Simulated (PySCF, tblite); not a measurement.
# SiH₃O₄ radical: geometry, infrared bands and EPR parameters

Aim: predict the infrared bands and EPR parameters of SiH₃O₄ radical (`[O][Si](O)(O)O`).

The runs use tblite 0.8.0 and PySCF 2.14.0, with density-fitted response routines of our own; the level of theory stands in each step. All values are computed, except where a source is named. Atoms count from 0, in the outputs and in this text.

**1. The starting structure**

8 atoms, charge 0, multiplicity 2; geometry from: force field or distance geometry start.

Bonds of the start (Å): O0–Si1 1.74, Si1–O2 1.70, Si1–O3 1.73, Si1–O4 1.72, O2–H5 0.98, O3–H6 0.98, O4–H7 1.00.

**2. Optimising the geometry with GFN2-xTB**

Job settings and geometry (Å):

```
{"job": {"kind": "relax", "xc": "GFN2-xTB", "basis": "xTB"}, "charge": 0, "multiplicity": 2}
O      0.584800    -0.773100     1.837600
Si     0.038500    -0.207900     0.288000
O     -0.735200     1.296900     0.452900
O      1.335300    -0.159200    -0.849900
O     -1.082300    -1.371600    -0.308900
H     -0.497900     1.909700    -0.279900
H      2.182500     0.140900    -0.454100
H     -1.816700    -0.826400    -0.710100
```

Run with:

```
OMP_NUM_THREADS=1 python probes_run.py task.json out
```

This one command runs all jobs of the session in turn.

The program printed:

```text
step      E/eV     max force
  0    -532.10309    3.602
  1    -532.57329    2.538
  2    -532.72081    4.206
  3    -532.86236    0.596
  4    -532.87401    0.253
  5    -532.87741    0.195
  6    -532.87979    0.238
  7    -532.88681    0.314
  8    -532.89219    0.344
  9    -532.89627    0.237
 10    -532.89976    0.294
 11    -532.90523    0.415
 12    -532.91382    0.510
 13    -532.92726    0.685
 14    -532.94343    0.643
 15    -532.95327    0.243
 16    -532.95691    0.352
 17    -532.96177    0.283
 18    -532.96683    0.237
 19    -532.98113    0.357
 20    -532.98772    0.257
 21    -532.99211    0.225
 22    -532.99515    0.246
 23    -532.99997    0.330
 24    -533.00977    0.542
 25    -533.02575    0.626
 26    -533.03655    0.395
 27    -533.03830    1.022
 28    -533.04879    0.198
 29    -533.05196    0.172
 30    -533.05874    0.441
 31    -533.06332    0.312
 32    -533.07040    0.192
 33    -533.07584    0.169
 34    -533.08339    0.256
 35    -533.08589    0.360
 36    -533.09418    0.537
 37    -533.09753    0.295
 38    -533.10114    0.154
 39    -533.10497    0.209
 40    -533.10837    0.185
 41    -533.10982    0.247
 42    -533.11187    0.109
 43    -533.11301    0.147
 44    -533.11380    0.161
 45    -533.11490    0.144
 46    -533.11607    0.125
 47    -533.11736    0.113
 48    -533.11853    0.097
 49    -533.11944    0.087
 50    -533.12021    0.090
 51    -533.12096    0.061
 52    -533.12125    0.242
 53    -533.12177    0.031
 54    -533.12203    0.025
 55    -533.12215    0.020
 56    -533.12219    0.019
 57    -533.12222    0.019
 58    -533.12229    0.020
 59    -533.12239    0.024
 60    -533.12250    0.026
 61    -533.12258    0.015
 62    -533.12261    0.013
 63    -533.12262    0.017
 64    -533.12265    0.020
 65    -533.12269    0.019
 66    -533.12272    0.014
 67    -533.12273    0.007
```

Run time: 0.2 s. Hardware: 1 thread of Arm Neoverse V2, shared host.

Step by step: (not every step is listed)

| step | energy from step 0 (eV) | largest force (eV/Å) |
| --- | --- | --- |
| 0 | 0.0000 | 3.6023 |
| 1 | -0.4702 | 2.5384 |
| 2 | -0.6177 | 4.2062 |
| 3 | -0.7593 | 0.5955 |
| 4 | -0.7709 | 0.2532 |
| 5 | -0.7743 | 0.1955 |
| 6 | -0.7767 | 0.2382 |
| 7 | -0.7837 | 0.3141 |
| 8 | -0.7891 | 0.3444 |
| 13 | -0.8242 | 0.6847 |
| 18 | -0.8637 | 0.2367 |
| 23 | -0.8969 | 0.3295 |
| 28 | -0.9457 | 0.1984 |
| 33 | -0.9728 | 0.1693 |
| 38 | -0.9981 | 0.1544 |
| 43 | -1.0099 | 0.1475 |
| 48 | -1.0154 | 0.0974 |
| 53 | -1.0187 | 0.0315 |
| 58 | -1.0192 | 0.0197 |
| 62 | -1.0195 | 0.0127 |
| 63 | -1.0195 | 0.0168 |
| 64 | -1.0196 | 0.0197 |
| 65 | -1.0196 | 0.0193 |
| 66 | -1.0196 | 0.0144 |
| 67 | -1.0196 | 0.0067 |

Distances of close pairs at the start and the end, largest changes first:

| bond | before (Å) | after (Å) | change (Å) |
| --- | --- | --- | --- |
| O0–Si1 | 1.738 | 1.583 | -0.155 |
| Si1–O4 | 1.722 | 1.612 | -0.110 |
| Si1–O2 | 1.700 | 1.617 | -0.084 |
| Si1–O3 | 1.726 | 1.676 | -0.050 |
| O4–H7 | 0.999 | 0.953 | -0.046 |
| O2–H5 | 0.984 | 0.953 | -0.031 |
| O3–H6 | 0.982 | 0.956 | -0.026 |

The final coordinates are the input of the step that follows.

**3. Vibrational analysis with GFN2-xTB**

Job settings and geometry (Å):

```
{"job": {"kind": "ir", "xc": "GFN2-xTB", "basis": "xTB"}, "charge": 0, "multiplicity": 2}
O      0.773284    -0.342323     1.579751
Si    -0.044652    -0.078742     0.250394
O     -0.908417     1.273021     0.050842
O      1.382680     0.091935    -0.610581
O     -0.938319    -1.304894    -0.294068
H     -0.527186     2.108102     0.307572
H      2.021014    -0.616749    -0.548492
H     -1.749348    -1.120939    -0.759983
```

The program printed:

```text
mode    cm-1     km/mol
  1     152.4     63.37
  2     228.7     31.99
  3     235.1     14.23
  4     276.7     57.32
  5     293.2     34.25
  6     301.2      3.10
  7     320.1    129.45
  8     341.8    239.78
  9     703.7     62.71
 10     813.5    194.54
 11     824.8     57.37
 12     839.2     63.24
 13     861.5    265.67
 14     975.7    335.57
 15    1085.8    336.26
 16    3646.3     72.05
 17    3683.4     51.78
 18    3686.7     30.44
```

It took 0.1 s on 1 thread of Arm Neoverse V2, shared host.

The strongest bands and the atoms that carry them (share of the mass-weighted mode):

| cm⁻¹ | km/mol | atoms |
| --- | --- | --- |
| 152 | 63.4 | O4 25 %, H7 19 %, O3 17 %, O0 15 % |
| 320 | 129.4 | H6 33 %, O3 22 %, H5 12 %, O4 10 % |
| 342 | 239.8 | H5 58 %, O2 22 % |
| 814 | 194.5 | H6 67 %, O2 16 % |
| 862 | 265.7 | H5 53 %, H7 17 %, O2 15 % |
| 976 | 335.6 | Si1 45 %, O4 26 %, O2 19 % |
| 1086 | 336.3 | Si1 49 %, O0 37 % |
| 3646 | 72.0 | H6 94 % |

**4. g tensor and hyperfine couplings: B3LYP/pcH-1**

Settings changed since step 3:

```diff
@@ -1,2 +1,2 @@
-{"job": {"kind": "ir", "xc": "GFN2-xTB", "basis": "xTB"}, "charge": 0, "multiplicity": 2}
+{"job": {"kind": "epr", "basis": "pcH-1"}, "charge": 0, "multiplicity": 2}
 O      0.773284    -0.342323     1.579751
```

With the program's defaults for keys left out, this is: UKS B3LYP, pcH-1 on H O Si, non-relativistic, mean-field spin-orbit, GIAO.

The program printed:

```text
UKS, coarse grid
  cycle   1  E = -592.06490235  |g| = 8.76e-01
  cycle   2  E = -591.80077974  |g| = 1.25e+00
  cycle   3  E = -592.31906935  |g| = 1.36e-01
  cycle   4  E = -592.32247458  |g| = 1.06e-01
  cycle   5  E = -592.32648761  |g| = 2.12e-02
  cycle   6  E = -592.32665475  |g| = 1.35e-02
  cycle   7  E = -592.32673591  |g| = 4.14e-03
  cycle   8  E = -592.32674570  |g| = 1.40e-03
  cycle   9  E = -592.32674700  |g| = 5.24e-04
UKS, final grid
  cycle   1  E = -592.32661415  |g| = 8.76e-04
  cycle   2  E = -592.32661341  |g| = 1.73e-03
  cycle   3  E = -592.32661444  |g| = 2.04e-04
  cycle   4  E = -592.32661446  |g| = 6.91e-05
  cycle   5  E = -592.32661447  |g| = 2.18e-05
  cycle   6  E = -592.32661447  |g| = 1.33e-05
E = -592.32661447 Eh   <S^2> = 0.7544 (exact 0.7500)
g shifts (ppm)      1          2          3
  rmc          -317       -317       -317
  gc             -2         46         60
  oz_so         567       7236      19016
  total         249       6964      18759
hyperfine (MHz)  atom isotope    a_iso     a_fc   dipolar eigenvalues
    0   17O     -40.01     -37.53   -243.27    120.27    123.00
    1  29Si      48.69      48.77     -3.82      0.62      3.20
    2   17O       1.04       1.03     -1.44      0.46      0.99
    3   17O     -13.11     -13.20    -74.89     37.12     37.77
    4   17O       1.70       1.70     -4.20      1.68      2.52
    5    1H      -0.35      -0.35     -2.53     -1.70      4.22
    6    1H     -12.22     -12.23    -20.08     -3.78     23.87
    7    1H      -1.53      -1.54     -2.35     -1.51      3.86
```

Wall time 18 s (1 thread of Arm Neoverse V2, shared host); peak memory 0.57 GiB.

Principal g values 2.00257, 2.00928, 2.02108; g(iso) = 2.01098, against 2.00232 for a free electron.

Hyperfine couplings; where a row names several nuclei, a(iso) is their mean (it holds for fast rotation or exchange) and the dipolar term the largest among them:

| nuclei | isotope | a(iso) (MHz) | a(iso) (G, at g = 2.0023) | largest dipolar term (MHz) |
| --- | --- | --- | --- | --- |
| Si1 | 29Si | 48.7 | 17.4 | -3.8 |
| O0 | 17O | -40.0 | -14.3 | -243.3 |
| H5, H6, H7 | 1H | -4.7 | -1.7 | 23.9 |
| O2, O3, O4 | 17O | -3.5 | -1.2 | -74.9 |

Mulliken spin populations:

| atom | value (e) |
| --- | --- |
| O0 | 0.83 |
| Si1 | -0.04 |
| O2 | 0.00 |
| O3 | 0.20 |
| O4 | 0.01 |
| H5 | 0.00 |
| H6 | 0.00 |
| H7 | 0.00 |

In first order the couplings over 0.8 MHz of 1H give 4 distinct lines over 5.0 G, if the averaged nuclei exchange fast.

Orbitals, density, ELF and potential are computed afterwards from the orbital file.

ELF in a plane through or near 4 of the atoms.

Values, 10 rows by 14 columns:
```
0.00 0.00 0.00 0.00 0.00 0.00 0.00 0.00 0.00 0.00 0.00 0.00 0.00 0.00
0.00 0.00 0.00 0.00 0.00 0.00 0.00 0.00 0.00 0.00 0.00 0.00 0.00 0.00
0.00 0.00 0.00 0.00 0.08 0.78 0.83 0.17 0.00 0.00 0.00 0.00 0.00 0.00
0.00 0.00 0.00 0.16 0.56 0.86 0.85 0.14 0.03 0.21 0.10 0.00 0.00 0.00
0.00 0.00 0.00 0.33 0.83 0.76 0.84 0.16 0.69 0.81 0.49 0.06 0.00 0.00
0.00 0.00 0.00 0.00 0.02 0.12 0.12 0.14 0.83 0.77 0.92 0.63 0.00 0.00
0.00 0.00 0.00 0.47 0.90 0.83 0.80 0.55 0.06 0.29 0.70 0.36 0.00 0.00
0.00 0.00 0.00 0.31 0.75 0.66 0.80 0.70 0.05 0.00 0.00 0.00 0.00 0.00
0.00 0.00 0.00 0.00 0.00 0.03 0.10 0.05 0.00 0.00 0.00 0.00 0.00 0.00
0.00 0.00 0.00 0.00 0.00 0.00 0.00 0.00 0.00 0.00 0.00 0.00 0.00 0.00
```
The map spans 9.3 Å across and 9.2 Å up, centred on the molecule. Atoms in the plane (x, y in Å): O2 (-1.1, 1.1), H5 (-0.9, 2.0), H6 (2.1, -0.4), H7 (-1.6, -1.5).

log10 of the density (e/Å³) in the same plane.

Values, 10 rows by 14 columns:
```
-4.0 -4.0 -4.0 -4.0 -4.0 -4.0 -4.0 -4.0 -4.0 -4.0 -4.0 -4.0 -4.0 -4.0
-4.0 -4.0 -4.0 -4.0 -3.8 -3.2 -3.2 -3.8 -4.0 -4.0 -4.0 -4.0 -4.0 -4.0
-4.0 -4.0 -4.0 -3.3 -2.0 -1.2 -1.3 -2.2 -3.4 -3.9 -4.0 -4.0 -4.0 -4.0
-4.0 -4.0 -3.5 -1.8 -0.6  0.4  0.1 -1.1 -1.7 -1.7 -2.2 -3.3 -4.0 -4.0
-4.0 -4.0 -3.3 -1.6 -0.4  0.6  0.2 -0.5 -0.1 -0.1 -0.8 -2.0 -3.6 -4.0
-4.0 -4.0 -3.9 -2.5 -1.4 -0.8 -0.4  0.1  0.1  0.2 -0.1 -1.5 -3.1 -4.0
-4.0 -4.0 -3.7 -1.9 -0.5  0.3  0.5 -0.4 -1.2 -1.2 -1.4 -2.2 -3.7 -4.0
-4.0 -4.0 -3.9 -2.2 -0.9 -0.3 -0.1 -0.9 -2.0 -2.9 -3.3 -3.9 -4.0 -4.0
-4.0 -4.0 -4.0 -3.8 -2.8 -2.2 -2.0 -2.4 -3.4 -4.0 -4.0 -4.0 -4.0 -4.0
-4.0 -4.0 -4.0 -4.0 -4.0 -4.0 -4.0 -4.0 -4.0 -4.0 -4.0 -4.0 -4.0 -4.0
```
The map spans 9.3 Å across and 9.2 Å up, centred on the molecule. Atoms in the plane (x, y in Å): O2 (-1.1, 1.1), H5 (-0.9, 2.0), H6 (2.1, -0.4), H7 (-1.6, -1.5).

On the surface of density 0.002 e/bohr³ the electrostatic potential runs, from the 1st to the 99th percentile, from -1.39 V near O0 to 2.77 V near H5.

The spin density lies nearest to O0 76 %; O3 19 %.

**5. What came out**

| quantity | value |
| --- | --- |
| strongest single infrared mode (GFN2-xTB) | 1086 cm⁻¹, 336 km/mol |
| zero-point energy (GFN2-xTB) | 27.5 kcal/mol |
| g(iso) (B3LYP) | 2.01098 |
| ⟨S²⟩ | 0.754 (exact 0.75) |
| largest a(iso) (averaged by class) | 29Si on Si1, 48.7 MHz |
| surface potential, 1st and 99th percentile | -1.39 V and 2.77 V |

In words: The optimisation took 67 steps and gained 1.020 eV; among the close pairs (by a distance rule), O0–Si1 changed most, from 1.738 to 1.583 Å. No mode is imaginary among the 18: a minimum at this level. The strongest single mode, at 1086 cm⁻¹, moves mainly Si1 and O0. GFN2-xTB is a fitted tight-binding method: band positions and strengths are rough. Its intensities can rank the bands wrongly. O0 carries the largest spin population, 0.83 e. The isotropic g lies 8.7 ppt above the free-electron value.
